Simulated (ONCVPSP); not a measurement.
# An ONCV potential for Mn, from input to tests

Aim: build the potential from the settings below, then test how well it stands in for the atom: other configurations, scattering, ghost states and the plane-wave cutoff that it needs.

Program: ONCVPSP 4.0.1. Reference atom: PBEsol, scalar-relativistic, spherical and spin-unpolarised. All values are calculated.

### Step 1. The design

Typed settings, in words:

```
element                 : manganese (Mn, Z = 25)
type                    : optimised norm-conserving Vanderbilt (ONCV)
frozen core             : [Ne]
valence charge          : 15
reference configuration : 3s2 3p6 3d6 4s1
partial waves           : 3s+4s: rc 1.25 bohr, ncon 4, nbas 8, qcut 8.3 1/bohr, 2 projectors; 3p: rc 0.85 bohr, ncon 4, nbas 7, qcut 10 1/bohr, 3 projectors, debl 2.7 Ha; 3d: rc 2.10 bohr, ncon 4, nbas 8, qcut 5.9 1/bohr, 1 projector
local potential         : polynomial inside 0.65 bohr (lpopt 5, dvloc0 0 Ha)
core correction         : Teter function, fcfact 2.5, rcfact 1.75
```

An earlier all-electron run gives the scale for the radii.

All-electron outer shells of the reference configuration (PBEsol, scalar-relativistic, ld1.x):

```
shell  level (eV)  outermost node (bohr)  outermost maximum (bohr)
   2p     -625.04                      –                      0.19
   3s      -81.38                   0.34                      0.74
   3p      -50.36                   0.31                      0.75
   4s       -4.14                   1.06                      2.63
   3d       -3.39                      –                      0.77
   4p       -0.89                   1.18                      3.79
```

### Step 2. Generation

Input file Mn.dat:

```
# ATOM AND REFERENCE CONFIGURATION
# atsym  z   nc   nv     iexc    psfile
  Mn 25.00    3    4  -116133      upf
#
#   n    l    f
    1    0    2.00
    2    0    2.00
    2    1    6.00
    3    0    2.00
    3    1    6.00
    3    2    6.00
    4    0    1.00
#
# PSEUDOPOTENTIAL AND OPTIMIZATION
# lmax
    2
#
#   l,   rc,      ep,       ncon, nbas, qcut
    0    1.25    0.00    4    8    8.30
    1    0.85    0.00    4    7   10.00
    2    2.10    0.00    4    8    5.90
#
# LOCAL POTENTIAL
# lloc, lpopt,  rc(5),   dvloc0
    4    5    0.65    0.00
#
# VANDERBILT-KLEINMAN-BYLANDER PROJECTORs
# l, nproj, debl
    0    2    0.40
    1    3    2.70
    2    1    0.70
#
# MODEL CORE CHARGE
# icmod, fcfact, rcfact
    3    2.50    1.75
#
# LOG DERIVATIVE ANALYSIS
# epsh1, epsh2, depsh
   -4.00    5.00    0.02
#
# OUTPUT GRID
# rlmax, drl
    6.00    0.01
#
# TEST CONFIGURATIONS
# ncnf
    4
# nvcnf
#   n    l    f
    4
    3    0    2.00
    3    1    6.00
    3    2    5.00
    4    0    2.00
#
    4
    3    0    2.00
    3    1    6.00
    3    2    5.00
    4    0    1.00
#
    4
    3    0    2.00
    3    1    6.00
    3    2    5.00
    4    0    0.00
#
    4
    3    0    2.00
    3    1    6.00
    3    2    4.00
    4    0    0.00
#
```

Launch:

```bash
$ oncvpsp.x < Mn.dat > Mn.out
```

What does the calculation give? Wanted: cutoffs for 1 and 0.1 mHa per electron, occupied waves; bound ghosts; GHOST(+) flags; largest test error; largest phase difference near zero energy, channels read; rms error of d²Exc/dn², without and with the model core.

As calculated:

```
                                                quantity                                            value
  cutoffs for 1 and 0.1 mHa per electron, occupied waves                                 52 Ha and 174 Ha
                                            bound ghosts                                 p at -3347.85 eV
                                          GHOST(+) flags                                      s at 270 eV
                            largest test error (AE − PS)  +103 meV, for 3s2 3p6 3d5 4s2 (1 test unsolved)
largest phase difference near zero energy, channels read                                        0.039 rad
 rms error of d²Exc/dn², without and with the model core                                4.00 and 2.83 mHa
```

**Reading.** A bound ghost (p) makes it unfit for use: electrons can fall into a state that the atom doesn't have. The worst unpolarised test, 3s2 3p6 3d5 4s2, is off by 103 meV on 0.4 eV; by total energies transferability rates as poor. Of the tests 1 gave no usable energy difference, which is a warning in itself. The potential is hard: the looser tolerance needs 52 Ha. The tighter tolerance needs 174 Ha, and converged work needs a cutoff nearer that. At the looser tolerance the 3p wave is the slowest; 3s needs 28 Ha. Near zero energy the largest phase difference among the channels read is 0.04 rad, in the d channel. The program also flags highly localised states, GHOST(+) (s).
